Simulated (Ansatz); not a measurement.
Working through a single point in a Gaussian basis of C3H9FSi2, SMILES FC1CC[SiH2][SiH2]1

With the Python package of Ansatz (0.2.0).

Notebook, run cell by cell (the value of a cell's last expression is shown):

In [1]:
```python
import ansatz as az
```

In [2]:
```python
GEOMETRY = """
F    -2.48420   -0.77570   -0.25350
C    -1.28620   -0.45590    0.30920
C    -0.18210   -1.26840   -0.38730
C     1.20520   -0.79110    0.07630
Si    1.32590    1.10490   -0.07120
Si   -0.99890    1.40370    0.12800
H    -1.33660   -0.72120    1.37090
H    -0.31080   -2.33490   -0.16830
H    -0.27740   -1.17030   -1.47760
H     1.99320   -1.26650   -0.51640
H     1.35970   -1.07030    1.12500
H     2.10150    1.68810    1.05580
H     1.82050    1.50830   -1.41430
H    -1.56030    1.97800   -1.12730
H    -1.36940    2.17140    1.35070
"""
```

In [3]:
```python
system = az.Crystal.molecule()
for line in GEOMETRY.strip().splitlines():
    symbol, *xyz = line.split()
    system = system.atom(symbol, [float(v) for v in xyz])
```

In [4]:
```python
base = (
    system.calculation()
    .basis(gaussian="def2-SVP")
    .functional("r2scan0")
)
print(base.to_yaml())
out = base.run(threads=1, backend="cpu")
data = out.report
```
```text
crystal:
  periodic: [false, false, false]
  atoms:
    - { symbol: F, position_ang: [-2.4842, -0.7757, -0.2535] }
    - { symbol: C, position_ang: [-1.2862, -0.4559, 0.3092] }
    - { symbol: C, position_ang: [-0.1821, -1.2684, -0.3873] }
    - { symbol: C, position_ang: [1.2052, -0.7911, 0.0763] }
    - { symbol: Si, position_ang: [1.3259, 1.1049, -0.0712] }
    - { symbol: Si, position_ang: [-0.9989, 1.4037, 0.128] }
    - { symbol: H, position_ang: [-1.3366, -0.7212, 1.3709] }
    - { symbol: H, position_ang: [-0.3108, -2.3349, -0.1683] }
    - { symbol: H, position_ang: [-0.2774, -1.1703, -1.4776] }
    - { symbol: H, position_ang: [1.9932, -1.2665, -0.5164] }
    - { symbol: H, position_ang: [1.3597, -1.0703, 1.125] }
    - { symbol: H, position_ang: [2.1015, 1.6881, 1.0558] }
    - { symbol: H, position_ang: [1.8205, 1.5083, -1.4143] }
    - { symbol: H, position_ang: [-1.5603, 1.978, -1.1273] }
    - { symbol: H, position_ang: [-1.3694, 2.1714, 1.3507] }
basis:
  gaussian:
    orbitals: def2-SVP
hamiltonian:
  xc: r2scan0
```

In [5]:
```python
sorted(key for key in data if key.endswith("_ev"))
```
Out [5]:
```text
['free_energy_ev', 'reference_energy_ev']
```

In [6]:
```python
{key: value for key, value in data.items() if isinstance(value, (int, float)) and "ev" in key}
```
Out [6]:
```text
{'free_energy_ev': -21714.72591947552, 'reference_energy_ev': -21714.72591947552}
```

In [7]:
```python
data["reference_energy_ev"]
```
Out [7]:
```text
-21714.72591947552
```

In [8]:
```python
print("reference energy %16.6f eV" % data["reference_energy_ev"])
print("total energy     %16.6f eV" % data["free_energy_ev"])
print("occupied orbitals outside the frozen core (up, down):", data["n_occupied"], " frozen:", data["n_frozen"], " virtual:", data["n_virtual"])

field = data["mean_field"]
print("<S^2> =", round(abs(field["state"]["spin_squared"]), 4), " all-electron relativity setting:", field["relativity"])
print("passes:", field["passes"])
if "symmetry" in field:
    print("occupied orbitals by irrep:", field["symmetry"]["occupied"])
```
```text
reference energy    -21714.725919 eV
total energy        -21714.725919 eV
occupied orbitals outside the frozen core (up, down): [32, 32]  frozen: 0  virtual: [105, 105]
<S^2> = 0.0  all-electron relativity setting: none
passes: {'evaluations': 14, 'products': 12}
occupied orbitals by irrep: [{'A': 32}, {'A': 32}]
```

What to keep in mind:
- Total energies depend on the basis set; only differences at equal settings carry meaning.
- The geometry is a force-field or estimated start, not a minimum of this method, and the basis set is short of its limit.
- It ran for 4.9 s on 1 thread of Intel(R) Xeon(R) 6975P-C (Granite Rapids), with other jobs on the host, peak memory 0.4 GiB.

(Lines on the test bed's own set-up are left out of the output.)
